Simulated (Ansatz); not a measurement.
# C₃HF₅: one species, many methods

One table from this session's results is given with a row withheld; the runs are named, their logs left out.

Program: Ansatz 0.2.0, Gaussian basis. Level of theory: functionals in def2-TZVPP, the program's frozen cores in correlated methods. These are calculated values, not measurements.

Levels to be run: LDA (SPW92), PBE-D4, revPBE-D4, BLYP-D4, r2SCAN-D4, B97M-V, PBE0-D4, B3LYP-D4, r2SCANh-D4, r2SCAN0-D4, HSE06-D4, BHLYP-D4, CAM-B3LYP-D4, LC-ωPBE, ωB97X-V, ωB97M-V, B2PLYP, PBE-QIDH; CCSD(T)/def2-SVP; CCSD(T)/def2-TZVPP; MP2/def2-QZVPP; extrapolation to the limit; RPA on PBE.

## The geometry

An earlier PBE0-D4 in a triple-zeta def2 set relaxation fixed the geometry.

9 atoms, charge 0, spin multiplicity 1.

Atoms are counted from 1 here; the program's logs count them from 0.

Bond lengths: F1–C2 1.310 Å, C2–F3 1.302 Å, C2–C4 1.325 Å, C4–F5 1.330 Å, C4–C6 1.485 Å, C6–F7 1.355 Å, C6–F8 1.355 Å, C6–H9 1.093 Å. Angles: F1–C2–F3 112.0°, F1–C2–C4 123.7°, F3–C2–C4 124.3°, C2–C4–F5 119.7°, C2–C4–C6 123.9°, F5–C4–C6 116.3°, C4–C6–F7 110.2°, C4–C6–F8 110.2°, C4–C6–H9 111.7°, F7–C6–F8 106.9°, F7–C6–H9 108.9°, F8–C6–H9 108.9°.

The first run:

in.yaml

```yaml
crystal:
  periodic: [false, false, false]
  atoms:
    - {symbol: F, position_ang: [-0.703176, -1.903788, -0.455190]}
    - {symbol: C, position_ang: [-0.628615, -0.713268, -0.996424]}
    - {symbol: F, position_ang: [-1.157646, -0.684071, -2.186002]}
    - {symbol: C, position_ang: [-0.078242, 0.333064, -0.397742]}
    - {symbol: F, position_ang: [-0.045086, 1.507083, -1.020908]}
    - {symbol: C, position_ang: [0.522786, 0.290470, 0.959336]}
    - {symbol: F, position_ang: [1.825973, 0.657536, 0.904846]}
    - {symbol: F, position_ang: [-0.101947, 1.173959, 1.774905]}
    - {symbol: H, position_ang: [0.454451, -0.707184, 1.400078]}
basis:
  gaussian: {orbitals: def2-TZVPP}
hamiltonian: {xc: lda}
output: {orbitals: {seedname: orbitals}}
```

Command:

```bash
ansatz run in.yaml --threads 4 --pin off --events-out ev --progress --plain --max-ram 11315MiB
```

Among the steps run: LDA; PBE-D4 (GGA); revPBE-D4 (GGA); BLYP-D4 (GGA); r2SCAN-D4 (meta-GGA); B97M-V (meta-GGA); B3LYP-D4 (hybrid); r2SCANh-D4 (hybrid); r2SCAN0-D4 (hybrid); HSE06-D4 (hybrid); BHLYP-D4 (hybrid); CAM-B3LYP-D4 (range-separated); LC-ωPBE (range-separated); ωB97X-V (range-separated); ωB97M-V (range-separated); B2PLYP (double hybrid); PBE-QIDH (double hybrid).

One of the session's tables, all rows but one given; the rest of the session is left out.

It belongs to the step «Orbital energies across the functionals». 

| functional | HOMO (eV) | gap (eV) |
| --- | --- | --- |
| LDA (SPW92) | -6.93 | 5.27 |
| PBE-D4 | -6.67 | 5.35 |
| revPBE-D4 | -6.56 | 5.39 |
| BLYP-D4 | -6.59 | 5.34 |
| r2SCAN-D4 | -6.95 | 5.85 |
| B97M-V | -7.03 | 6.05 |
| PBE0-D4 | -8.12 | 7.80 |
| B3LYP-D4 | -7.92 | 7.30 |
| r2SCANh-D4 | -7.50 | 6.76 |
| r2SCAN0-D4 | -8.31 | 8.12 |
| HSE06-D4 | -7.71 | 7.01 |
| BHLYP-D4 | -9.49 | 10.28 |
| CAM-B3LYP-D4 | -9.58 | 10.37 |
| LC-ωPBE | -10.86 | 12.92 |
| ωB97X-V | -10.48 | 12.53 |
| ωB97M-V | ? | ? |

**Question.** Estimate the row for ωB97M-V.

**Answer.** HOMO (eV): -10.39; gap (eV): 12.34. In the column «HOMO (eV)» it lies between ωB97X-V (-10.48) and CAM-B3LYP-D4 (-9.58).
